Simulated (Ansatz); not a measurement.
# GeMo: the cost of one run

Program: Ansatz 0.2.0, Gaussian basis. Level of theory: def2-TZVPP, core rule «outside noble gas», up to 18 orbitals frozen. These are calculated values, not measurements.

To be run: UHF; CCSD(T) on ROHF; CCSD(T) on UHF; CCSDT(Q) on ROHF; CCSDT(Q) on UHF; CASSCF and MRCISD+Q, 9 electrons in 10 orbitals; CASSCF and NEVPT2, 9 electrons in 10 orbitals.

8 further runs of the same task are left out: 3 for a known fault of the program, 5 set aside as unsound or not needed.

**1. What is computed**

The geometry is a PBE0/def2-TZVP stationary point (not a proven minimum) of the parent state, kept for this charge and spin. No spin-orbit coupling is included. Elements past krypton take def2 core potentials. The filled d shell of Ge may be among the frozen orbitals whatever the setting's name suggests; the logs give the count.

2 atoms, charge 1, spin multiplicity 6.

Atoms are counted from 1 here; the program's logs count them from 0.

Bond lengths: Mo1–Ge2 2.455 Å.

**2. UHF**

in.yaml

```yaml
crystal:
  periodic: [false, false, false]
  atoms:
    - {symbol: Mo, position_ang: [0.000000, 0.000000, 0.000000]}
    - {symbol: Ge, position_ang: [0.000000, 0.000000, 2.455200]}
basis:
  gaussian: {orbitals: def2-TZVPP}
total_charge: 1
magnetization: {spin_polarized: true, initial_magnetization: 5}
hamiltonian: {xc: hf}
output: {orbitals: {seedname: orbitals}}
```

Run with:

```bash
ansatz run in.yaml --threads 1 --pin off --events-out ev --progress --plain --max-ram 3968MiB --backend cpu
```

What time and memory should one allow on 1 thread of AMD EPYC 7R13, shared host?

About 30 s, with a peak of 0.34 GiB.
